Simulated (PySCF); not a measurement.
# Cl4Hf: the cost of one run

The runs use PySCF 2.14.0; levels as typed in each script, gas phase, geometry from GFN2-xTB.

**1. The starting structure**

SMILES `Cl[Hf](Cl)(Cl)Cl`, 5 atoms, charge 0, spin multiplicity 1.

Bond lengths: Cl1–Hf2 2.244 Å, Hf2–Cl3 2.244 Å, Hf2–Cl4 2.244 Å, Hf2–Cl5 2.244 Å. Angles: Cl1–Hf2–Cl3 109.4°, Cl1–Hf2–Cl4 109.5°, Cl1–Hf2–Cl5 109.5°, Cl3–Hf2–Cl4 109.5°, Cl3–Hf2–Cl5 109.5°, Cl4–Hf2–Cl5 109.5°.

As a file:

```mol
Cl4Hf
  3D, bonds by distance, orders not assigned

  5  4  0  0  0  0  0  0  0  0999 V2000
    1.2962   -0.9953   -1.5376 Cl  0  0
   -0.0001   -0.0000    0.0001 Hf  0  0
    1.2962    0.9953    1.5374 Cl  0  0
   -1.2959   -1.5383    0.9946 Cl  0  0
   -1.2959    1.5383   -0.9949 Cl  0  0
  1  2  8  0
  2  3  8  0
  2  4  8  0
  2  5  8  0
M  END
```

**2. Density, bond paths and surface potential (wB97X/def2-tzvp)**

The input, input.py:

```python
import numpy as np
from pyscf import gto, scf, dft
from pyscf.scf import atom_ks, atom_hf
from scipy.linalg import block_diag

def solve(mol, dm0=None, hcore=None):
    mf = (dft.UKS if mol.spin else dft.RKS)(mol, xc='wb97x')
    mf.grids.level = 3
    mf = mf.density_fit(auxbasis='def2-universal-jkfit')
    mf.conv_tol, mf.max_cycle = 1e-8, 80
    if hcore is not None:
        mf.get_hcore = lambda *args: hcore
    mf.kernel(dm0)
    if not mf.converged:
        mf = mf.newton().run(mf.mo_coeff, mf.mo_occ, max_cycle=30)
    assert mf.converged, 'SCF not converged'
    return mf

mol = gto.M(atom='''
Cl     1.29619    -0.99529    -1.53757
Hf    -0.00014    -0.00001     0.00010
Cl     1.29617     0.99530     1.53739
Cl    -1.29590    -1.53831     0.99463
Cl    -1.29588     1.53834    -0.99486
''', basis='def2-tzvp', ecp={'Hf': 'def2-tzvp'}, charge=0, spin=0, verbose=4)
mf = solve(mol)
mf.analyze()
# spherically averaged free atoms, for the promolecule
atom_ks.AtomSphAverageRKS.init_guess_by_vsap = lambda self, mol=None: self.init_guess_by_minao(mol)  # core potentials
atm = atom_ks.get_atm_nrks(mol, xc='wb97x')
pro = block_diag(*[(atm[a[0]][2] * atm[a[0]][3]) @ atm[a[0]][2].T for a in mol._atom])
np.savez('result.npz', e=mf.e_tot, c=mf.mo_coeff, occ=mf.mo_occ, eps=mf.mo_energy, pro=pro, dip=mf.dip_moment(verbose=0), s2=mf.spin_square()[0])
```

Launch:

```console
$ OMP_NUM_THREADS=1 python input.py
```

Q: Estimate wall time and peak memory on 1 thread of AMD EPYC, shared host.

About 47 s, with a peak of 0.77 GiB.
